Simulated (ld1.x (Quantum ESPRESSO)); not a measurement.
**A TM potential for Ge, from input to tests**

Aim: build the potential from the settings below, then test how well it stands in for the atom: other configurations, scattering, ghost states and the plane-wave cutoff that it needs.

The numbers are computed with ld1.x (Quantum ESPRESSO) 7.5 (PBEsol, scalar-relativistic, spin-unpolarised reference atom).

### 1 Settings

Typed settings, in words:

```
element                 : germanium (Ge, Z = 32)
type                    : norm-conserving Troullier–Martins (Kleinman–Bylander form)
frozen core             : [Ar] 3d10
valence charge          : 4
reference configuration : 4s2 4p2
partial waves           : 4p (bound): rc 2.05 bohr; 4d channel at 0.25 Ry: rc 1.90 bohr; 4s (bound): rc 1.80 bohr
local potential         : the s channel
core correction         : not asked for
```

### 2 Generation

The input, Ge.in:

```
 &input
   title='Ge', zed=32., rel=1, dft='PBESOL', iswitch=3,
   config='[Ar] 3d10 4s2 4p2 4d-2',
   nld=3, rlderiv=2.25, eminld=-3.0, emaxld=5.0, deld=0.02
 /
 &inputp
   pseudotype=2, tm=.true., lloc=0,
   nlcc=.false.,
   file_pseudopw='Ge.UPF', file_wfcaegen='ae.wfc', file_wfcncgen='nc.wfc', file_beta='beta', file_chi='chi'
 /
3
4P  2  1   2.00   0.00  2.05  2.05  0.0
4D  3  2  -2.00   0.25  1.90  1.90  0.0
4S  1  0   2.00   0.00  1.80  1.80  0.0
 &test
   configts(1)='4s2 4p2'
 /
```

Command:

```sh
$ ld1.x < Ge.in > Ge.out
```

Output in Ge.out (without the banner and most projector matrices):

```text
     Program LD1 v.7.5
     --------------------------- All-electron run ----------------------------

     Ge
     scalar relativistic calculation

     atomic number is 32.00
     dft =PBESOL   lsd =0 sic =0 latt =0  beta=0.20 tr2=1.0E-14
     Exchange-correlation= PBESOL
                           (   1   4  10   8   0   0   0)
     mesh =1207 r(mesh) = 100.41023 a.u. xmin = -7.00 dx = 0.01250
     1 Ry =  13.60569312 eV, c = 137.03599908

     n l     nl                  e(Ry)          e(Ha)          e(eV)
     1 0     1S 1( 2.00)      -804.9585      -402.4792    -10952.0180
     2 0     2S 1( 2.00)      -100.7399       -50.3699     -1370.6359
     2 1     2P 1( 6.00)       -88.0571       -44.0285     -1198.0777
     3 0     3S 1( 2.00)       -12.3563        -6.1782      -168.1161
     3 1     3P 1( 6.00)        -8.4836        -4.2418      -115.4256
     3 2     3D 1(10.00)        -2.1544        -1.0772       -29.3123
     4 0     4S 1( 2.00)        -0.8631        -0.4316       -11.7433
     4 1     4P 1( 2.00)        -0.2864        -0.1432        -3.8968

     final scf error:  9.8E-15 reached in  36 iterations

     Etot =   -4194.589934 Ry,   -2097.294967 Ha,  -57070.303424 eV

     Ekin =    4270.140783 Ry,    2135.070392 Ha,   58098.225088 eV
     Encl =  -10112.824798 Ry,   -5056.412399 Ha, -137591.990814 eV
     Eh   =    1803.960466 Ry,     901.980233 Ha,   24544.132508 eV
     Exc  =    -155.866385 Ry,     -77.933193 Ha,   -2120.670205 eV

     normalization and overlap integrals

     s(1S/1S) =  1.000000  <r> =   0.0470  <r2> =    0.0030  r(max) =   0.0309
     s(2S/2S) =  1.000000  <r> =   0.2102  <r2> =    0.0521  r(max) =   0.1754
     s(2P/2P) =  1.000000  <r> =   0.1838  <r2> =    0.0414  r(max) =   0.1418
     s(3S/3S) =  1.000000  <r> =   0.6247  <r2> =    0.4503  r(max) =   0.5402
     s(3P/3P) =  1.000000  <r> =   0.6474  <r2> =    0.4936  r(max) =   0.5402
     s(3D/3D) =  1.000000  <r> =   0.7368  <r2> =    0.6976  r(max) =   0.5012
     s(4S/4S) =  1.000000  <r> =   2.1153  <r2> =    5.1783  r(max) =   1.7494
     s(4P/4P) =  1.000000  <r> =   2.8834  <r2> =    9.9356  r(max) =   2.2184

     ------------------------ End of All-electron run ------------------------

     --------------------- Generating NC pseudopotential ---------------------

      Generating local pot.: lloc=0, matching radius rcloc =   1.8000

      Wfc   4P  rcut= 2.032  Using Troullier-Martins method

      Wfc   4D  rcut= 1.886  Using Troullier-Martins method

     ------------------- End of pseudopotential generation -------------------

     [... the all-electron block is printed once more ...]


     Computing logarithmic derivative in   2.26038
     Message from routine run_pseudo:
     Warning: convergence not achieved
     Computing logarithmic derivative in   2.26038
     Computing the partial wave expansion
       no projector for channel:   0
     R is outside the sphere for l=    1 j= 0.00
     R is outside the sphere for l=    2 j= 0.00

     ---------------------- Testing the pseudopotential ----------------------

     Ge
     scalar relativistic calculation

     atomic number is 32.00   valence charge is  4.00
     dft =PBESOL   lsd =0 sic =0 latt =0  beta=0.20 tr2=1.0E-14
     mesh =1207 r(mesh) = 100.41023 xmin = -7.00 dx = 0.01250

     n l     nl             e AE (Ry)        e PS (Ry)    De AE-PS (Ry)
     1 0     4S   1( 2.00)       -0.86312       -0.86312        0.00000
     2 1     4P   1( 2.00)       -0.28641       -0.28641        0.00000

     eps = 2.7E-12  iter =201

     Etot =   -4194.589934 Ry,   -2097.294967 Ha,  -57070.303424 eV
     Etotps =    -7.556556 Ry,      -3.778278 Ha,    -102.812181 eV

     Ekin =       2.585534 Ry,       1.292767 Ha,      35.177980 eV
     Encl =     -14.073607 Ry,      -7.036804 Ha,    -191.481185 eV
     Ehrt =       5.833374 Ry,       2.916687 Ha,      79.367101 eV
     Ecxc =      -1.929430 Ry,      -0.964715 Ha,     -26.251230 eV
     Epseu=       0.027573 Ry,       0.013787 Ha,       0.375152 eV

     ---------------------- End of pseudopotential test ----------------------
```

It took 2.9 s on 1 thread of Neoverse-V2, shared host. This counts the later configuration tests of the new file too.

All-electron and pseudo partial waves u(r) = r·R(r), from the program's wave files:

```
r (bohr)    4p AE   4p PS    4s AE   4s PS
   0.103   0.1486  0.0028   0.1647  0.0220
   0.205   0.0364  0.0110   0.1221  0.0450
   0.308  -0.1402  0.0249  -0.1583  0.0711
   0.410  -0.2354  0.0442  -0.3260  0.1011
   0.513  -0.2415  0.0693  -0.3348  0.1374
   0.615  -0.1870  0.0996  -0.2352  0.1807
   0.718  -0.0998  0.1357  -0.0819  0.2333
   0.820  -0.0012  0.1766   0.0838  0.2946
   0.923   0.0990  0.2224   0.2427  0.3652
   1.025   0.1921  0.2712   0.3807  0.4410
   1.128   0.2770  0.3228   0.4964  0.5190
   1.230   0.3505  0.3742   0.5871  0.5918
   1.332   0.4135  0.4239   0.6556  0.6545
   1.435   0.4669  0.4704   0.7046  0.7033
   1.538   0.5108  0.5115   0.7364  0.7358
   1.640   0.5456  0.5456   0.7534  0.7533
   1.743   0.5731  0.5730   0.7585  0.7585
   1.845   0.5934  0.5934   0.7537  0.7537
   1.948   0.6078  0.6078   0.7411  0.7411
   2.050   0.6167  0.6167   0.7224  0.7224
   2.153   0.6210  0.6210   0.6989  0.6989
   2.255   0.6214  0.6214   0.6722  0.6722
   2.358   0.6183  0.6183   0.6428  0.6428
   2.460   0.6123  0.6123   0.6121  0.6121
   2.562   0.6039  0.6039   0.5806  0.5806
   2.665   0.5934  0.5934   0.5484  0.5484
```

### 3 Configuration tests

The input, Ge.test.in:

```
 &input
   title='Ge', zed=32., rel=1, dft='PBESOL', iswitch=2,
   config='[Ar] 3d10 4s2 4p2 4d-2'
 /
 &test
   file_pseudo='Ge.UPF', nconf=8,
   configts(1)='4s2 4p2',
   configts(2)='4s2 4p1',
   configts(3)='4s2 4p0',
   configts(4)='4s1 4p0',
   configts(5)='4s2 4p2.3',
   configts(6)='4s1 4p2',
   configts(7)='4s1 4p3',
   configts(8)='4s2 4p1.5'
 /
```

Command:

```sh
$ ld1.x < Ge.test.in > Ge.test.out
```

Ge.test.out, the pseudopotential blocks, each with the warnings that came before it:

```text
     Warning: convergence not achieved
     ---------------------- Testing the pseudopotential ----------------------

     Ge
     scalar relativistic calculation

     atomic number is 32.00   valence charge is  4.00
     dft =PBESOL   lsd =0 sic =0 latt =0  beta=0.20 tr2=1.0E-14
     mesh =1207 r(mesh) = 100.41023 xmin = -7.00 dx = 0.01250

     n l     nl             e AE (Ry)        e PS (Ry)    De AE-PS (Ry)
     1 0     4S   1( 2.00)       -0.86312       -0.86312        0.00000
     2 1     4P   1( 2.00)       -0.28641       -0.28641        0.00000

     eps = 1.3E-11  iter =201

     Etot =   -4194.589934 Ry,   -2097.294967 Ha,  -57070.303424 eV
     Etotps =    -7.556556 Ry,      -3.778278 Ha,    -102.812181 eV

     Ekin =       2.585534 Ry,       1.292767 Ha,      35.177980 eV
     Encl =     -14.073607 Ry,      -7.036804 Ha,    -191.481185 eV
     Ehrt =       5.833374 Ry,       2.916687 Ha,      79.367101 eV
     Ecxc =      -1.929430 Ry,      -0.964715 Ha,     -26.251230 eV
     Epseu=       0.027573 Ry,       0.013787 Ha,       0.375152 eV

     ---------------------- End of pseudopotential test ----------------------

     Warning: convergence not achieved
     ---------------------- Testing the pseudopotential ----------------------

     Ge
     [...]
     n l     nl             e AE (Ry)        e PS (Ry)    De AE-PS (Ry)
     1 0     4S   1( 2.00)       -1.46208       -1.46316        0.00108
     2 1     4P   1( 1.00)       -0.82733       -0.82826        0.00093

     eps = 3.1E-12  iter =201

     Etot =   -4194.042153 Ry,   -2097.021076 Ha,  -57062.850477 eV
     Etotps =    -7.008328 Ry,      -3.504164 Ha,     -95.353154 eV
     dEtot_ae =       0.547781 Ry
     dEtot_ps =       0.548228 Ry,   Delta E=      -0.000447 Ry

     [...]
     ---------------------- End of pseudopotential test ----------------------

     Warning: convergence not achieved
     ---------------------- Testing the pseudopotential ----------------------

     Ge
     [...]
     n l     nl             e AE (Ry)        e PS (Ry)    De AE-PS (Ry)
     1 0     4S   1( 2.00)       -2.15220       -2.15432        0.00213
     2 1     4P   1( 0.00)       -1.45534       -1.45702        0.00168

     eps = 6.4E-12  iter =201

     Etot =   -4192.906700 Ry,   -2096.453350 Ha,  -57047.401848 eV
     Etotps =    -5.871199 Ry,      -2.935600 Ha,     -79.881733 eV
     dEtot_ae =       1.683235 Ry
     dEtot_ps =       1.685357 Ry,   Delta E=      -0.002122 Ry

     [...]
     ---------------------- End of pseudopotential test ----------------------

     Warning: convergence not achieved
     ---------------------- Testing the pseudopotential ----------------------

     Ge
     [...]
     n l     nl             e AE (Ry)        e PS (Ry)    De AE-PS (Ry)
     1 0     4S   1( 1.00)       -2.96839       -2.95503       -0.01336  !
     2 1     4P   1( 0.00)       -2.20180       -2.19289       -0.00891  !

     eps = 2.6E-12  iter =201

     Etot =   -4190.349829 Ry,   -2095.174914 Ha,  -57012.613850 eV
     Etotps =    -3.316827 Ry,      -1.658413 Ha,     -45.127725 eV
     dEtot_ae =       4.240105 Ry
     dEtot_ps =       4.239729 Ry,   Delta E=       0.000376 Ry

     [...]
     ---------------------- End of pseudopotential test ----------------------

     Warning: convergence not achieved
     ---------------------- Testing the pseudopotential ----------------------

     Ge
     [...]
     n l     nl             e AE (Ry)        e PS (Ry)    De AE-PS (Ry)
     1 0     4S   1( 2.00)       -0.70991       -0.70982       -0.00009
     2 1     4P   1( 2.30)       -0.14877       -0.14871       -0.00006

     eps = 2.1E-11  iter =201

     Etot =   -4194.654849 Ry,   -2097.327425 Ha,  -57071.186637 eV
     Etotps =    -7.621465 Ry,      -3.810733 Ha,    -103.695321 eV
     dEtot_ae =      -0.064915 Ry
     dEtot_ps =      -0.064910 Ry,   Delta E=      -0.000005 Ry

     [...]
     ---------------------- End of pseudopotential test ----------------------

     Warning: convergence not achieved
     ---------------------- Testing the pseudopotential ----------------------

     Ge
     [...]
     n l     nl             e AE (Ry)        e PS (Ry)    De AE-PS (Ry)
     1 0     4S   1( 1.00)       -1.53371       -1.53262       -0.00109
     2 1     4P   1( 2.00)       -0.88531       -0.88587        0.00056

     eps = 1.8E-12  iter =201

     Etot =   -4193.400542 Ry,   -2096.700271 Ha,  -57054.120921 eV
     Etotps =    -6.367381 Ry,      -3.183691 Ha,     -86.632633 eV
     dEtot_ae =       1.189392 Ry
     dEtot_ps =       1.189175 Ry,   Delta E=       0.000217 Ry

     [...]
     ---------------------- End of pseudopotential test ----------------------

     Warning: convergence not achieved
     ---------------------- Testing the pseudopotential ----------------------

     Ge
     [...]
     n l     nl             e AE (Ry)        e PS (Ry)    De AE-PS (Ry)
     1 0     4S   1( 1.00)       -0.93340       -0.93222       -0.00118
     2 1     4P   1( 3.00)       -0.33722       -0.33718       -0.00005

     eps = 8.5E-12  iter =201

     Etot =   -4194.003346 Ry,   -2097.001673 Ha,  -57062.322480 eV
     Etotps =    -6.970442 Ry,      -3.485221 Ha,     -94.837698 eV
     dEtot_ae =       0.586589 Ry
     dEtot_ps =       0.586114 Ry,   Delta E=       0.000475 Ry

     [...]
     ---------------------- End of pseudopotential test ----------------------

     Warning: convergence not achieved
     ---------------------- Testing the pseudopotential ----------------------

     Ge
     [...]
     n l     nl             e AE (Ry)        e PS (Ry)    De AE-PS (Ry)
     1 0     4S   1( 2.00)       -1.14830       -1.14871        0.00040
     2 1     4P   1( 1.50)       -0.54336       -0.54369        0.00033

     eps = 8.6E-12  iter =201

     Etot =   -4194.383792 Ry,   -2097.191896 Ha,  -57067.498716 eV
     Etotps =    -7.350315 Ry,      -3.675158 Ha,    -100.006134 eV
     dEtot_ae =       0.206142 Ry
     dEtot_ps =       0.206241 Ry,   Delta E=      -0.000098 Ry

     [...]
     ---------------------- End of pseudopotential test ----------------------
```

The tests as a table, with energies relative to 4s2 4p2. A star marks tests that logged a warning.

```tsv
valence configuration	charge	ΔE all-electron (eV)	error AE − PS (meV)
4s2 4p1 *	+1	7.453	-6.1
4s2 4p0 *	+2	22.902	-29
4s1 4p0 *	+3	57.690	+5.1
4s2 4p2.3 *	-0.3	-0.883	-0.1
4s1 4p2 *	+1	16.183	+3.0
4s1 4p3 *	0	7.981	+6.5
4s2 4p1.5 *	+0.5	2.805	-1.3
```

### 4 Logarithmic derivatives

Taken from the files of the generation run. The phase is arctan(r·u′/u) with u = r·R, unwrapped, with energies in Ry. A pole is an energy at which the radial function vanishes at the test radius. The pseudo phase is shifted by a multiple of π to meet the all-electron one at the reference energy. Levels narrower than the energy grid can be missing from the poles. The last column is the largest difference on the grid between −1 and +1 Ry.

| channel | radius (bohr) | reference (Ry) | poles AE | poles PS | window around the reference with phases within 0.05 rad (Ry) | largest difference near zero (rad) |
| --- | --- | --- | --- | --- | --- | --- |
| s | 2.26 | -0.86 | 0.89 | 0.85 | below 3.2 | 0.004 |
| p | 2.26 | -0.29 | 2.22 | 2.23 | the whole range | 0.000 |
| d | 2.26 | 0.25 | -2.10, 4.57 | 4.48 | -1.8 to 1.3 | 0.009 |

Phases (rad) along the scan:

| E (Ry) | d AE | d PS | s AE | s PS |
| --- | --- | --- | --- | --- |
| -3.00 | 1.304 | -1.798 | 1.205 | 1.204 |
| -2.52 | 1.242 | -1.815 | 1.127 | 1.125 |
| -2.04 | -1.686 | -1.837 | 0.981 | 0.979 |
| -1.56 | -1.834 | -1.864 | 0.628 | 0.625 |
| -1.08 | -1.888 | -1.901 | -0.297 | -0.297 |
| -0.60 | -1.947 | -1.952 | -1.075 | -1.076 |
| -0.12 | -2.029 | -2.030 | -1.358 | -1.360 |
| 0.36 | -2.165 | -2.165 | -1.488 | -1.491 |
| 0.84 | -2.430 | -2.438 | -1.565 | -1.569 |
| 1.32 | -3.005 | -3.057 | -1.621 | -1.627 |
| 1.80 | -3.789 | -3.862 | -1.667 | -1.677 |
| 2.28 | -4.232 | -4.280 | -1.711 | -1.728 |
| 2.76 | -4.439 | -4.471 | -1.758 | -1.786 |
| 3.24 | -4.553 | -4.575 | -1.815 | -1.864 |
| 3.72 | -4.626 | -4.642 | -1.891 | -1.989 |
| 4.20 | -4.679 | -4.690 | -2.010 | -2.241 |
| 4.68 | -4.722 | -4.728 | -2.226 | -2.883 |

### 5 Plane-wave convergence, by spherical Bessel functions

This step uses the generator's waves and projectors in a separate script. Basis: spherical Bessel functions vanishing at 20 bohr, q² up to the cutoff; potential fixed at the reference.

All-electron valence levels (Ry): 4p -0.2864, 4s -0.8631. The lowest levels of each channel (Ry) by cutoff; the last column sums, over occupied levels, occupation times the distance from the level at 400 Ry. A positive value at high cutoff is not a bound level.

```
cutoff (Ry)     p #1     d #1     s #1    f #1  Σ f·Δε (mRy)
          8  -0.2783   0.0557  -0.8149  0.1088         112.6
         10  -0.2801   0.0557  -0.8390  0.1088          60.8
         12  -0.2825   0.0557  -0.8518  0.1088          30.5
         18  -0.2859   0.0555  -0.8575  0.1088          12.1
         21  -0.2862   0.0553  -0.8577  0.1088          11.2
         25  -0.2863   0.0548  -0.8586  0.1088           9.4
         30  -0.2863  -0.0215  -0.8605  0.1088           5.5
         40  -0.2864  -4.5047  -0.8628  0.1088           0.7
         45  -0.2864  -5.3252  -0.8629  0.1088           0.5
         50  -0.2864  -5.9723  -0.8629  0.1088           0.4
        400  -0.2864  -6.5559  -0.8631  0.1088           0.0
```

The sum stays within 10 mRy from 25 Ry and within 1 mRy from 40 Ry. The sum leaves out empty levels, which can need more. Ghost test: ghost state, bound below the all-electron valence or empty levels of the same l: d at -89.2 eV.

### 6 What came out

```
                                                quantity                                                 value
               cutoffs for 10 and 1 mRy, occupied levels                                       25 Ry and 40 Ry
                                            bound ghosts                                        d at -89.20 eV
                            largest test error (AE − PS)  -29 meV, for 4s2 4p0 (one of 8 tests with a warning)
largest phase difference near zero energy, channels read                                             0.009 rad
```

What this shows: A bound ghost (d) makes it unfit for use: electrons can fall into a state that the atom doesn't have. By total energies transferability is fair: the largest error is 29 meV on 22.9 eV, for 4s2 4p0. The potential is soft on the atom at that tolerance: the looser tolerance needs 25 Ry. The slowest occupied level is 4s: taken alone it needs 40 Ry to come within 1 mRy, against 18 Ry for 4p. Near zero energy the phases of the channels with partial waves agree within 0.009 rad.
